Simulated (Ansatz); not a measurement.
**SiGeCl (quartet): the correlation ladder at a displaced geometry (v2), cc-pVDZ**

Aim: climb from Hartree-Fock through coupled cluster and multireference methods for SiGeCl (quartet) at one geometry and basis, and see what each rung misses.

The runs use Ansatz 0.2.0, Gaussian basis; cc-pVDZ, core rule «outside noble gas», up to 24 orbitals frozen.

The runs, in order: UHF; CCSD(T) on ROHF; CCSD(T) on UHF; BCCD(T) on ROHF; CISD; CCSDT(Q) on ROHF; CCSDT(Q) on UHF; CASSCF and NEVPT2, 13 electrons in 11 orbitals.

31 further runs of the same task are left out: 15 that didn't finish, 16 set aside as unsound or not needed.

**1. What is computed**

The geometry is a PBE0/def2-TZVP stationary point (not a proven minimum) with its atoms shifted at random (size 0.100 Å). No spin-orbit coupling is included. The filled d shell of Ge may be among the frozen orbitals whatever the setting's name suggests; the logs give the count.

3 atoms, charge 0, spin multiplicity 4.

Atoms are counted from 1 here; the program's logs count them from 0.

Bond lengths: Cl1–Si2 2.082 Å, Si2–Ge3 2.418 Å. Angles: Cl1–Si2–Ge3 110.7°.

**2. UHF**

The input, in.yaml:

```yaml
crystal:
  periodic: [false, false, false]
  atoms:
    - {symbol: Cl, position_ang: [0.081080, -0.411458, 2.293858]}
    - {symbol: Si, position_ang: [-0.083794, 0.957774, 0.734160]}
    - {symbol: Ge, position_ang: [-0.007174, -0.169495, -1.403406]}
basis:
  gaussian: {orbitals: cc-pVDZ}
magnetization: {spin_polarized: true, initial_magnetization: 3}
hamiltonian: {xc: hf}
output: {orbitals: {seedname: orbitals}}
```

Started as:

```bash
ansatz run in.yaml --threads 1 --pin off --events-out ev --progress --plain --max-ram 2393MiB
```

After this run come: CCSD(T) on ROHF; CCSD(T) on UHF; BCCD(T) on ROHF; CISD; CCSDT(Q) on ROHF; CCSDT(Q) on UHF; CASSCF and NEVPT2, 13 electrons in 11 orbitals.

Before running them: what should the planned runs give, taken together? Wanted: UCCSDT(Q) below the RHF energy; RMP2 from UCCSDT(Q); UMP2 from UCCSDT(Q); RCCSD from UCCSDT(Q); RCCSD(T) from UCCSDT(Q); UCCSD(T) from UCCSDT(Q); RCCSDT(Q) from UCCSDT(Q); NEVPT2 valence from UCCSDT(Q); T1 diagnostic.

**Answer**, as computed:

```
                         quantity                      value
   UCCSDT(Q) below the RHF energy                 -8.5421 eV
              RMP2 from UCCSDT(Q)                +1313.5 meV
              UMP2 from UCCSDT(Q)                +1367.7 meV
             RCCSD from UCCSDT(Q)                 +376.6 meV
          RCCSD(T) from UCCSDT(Q)                  +80.8 meV
          UCCSD(T) from UCCSDT(Q)                  +73.5 meV
         RCCSDT(Q) from UCCSDT(Q)                  +11.0 meV
    NEVPT2 valence from UCCSDT(Q)                +1321.9 meV
levels within 1 kcal/mol (43 meV)  RCCSDT, UCCSDT, RCCSDT(Q)
                    T1 diagnostic                      0.021
   effectively unpaired electrons                       3.04
```

RCCSD(T) lands +80.8 meV from the yardstick (0.9 % of the correlation energy). One determinant dominates. These misses are within one basis, not against nature; the frozen cores of restricted and unrestricted runs differ, which can shift their rows.
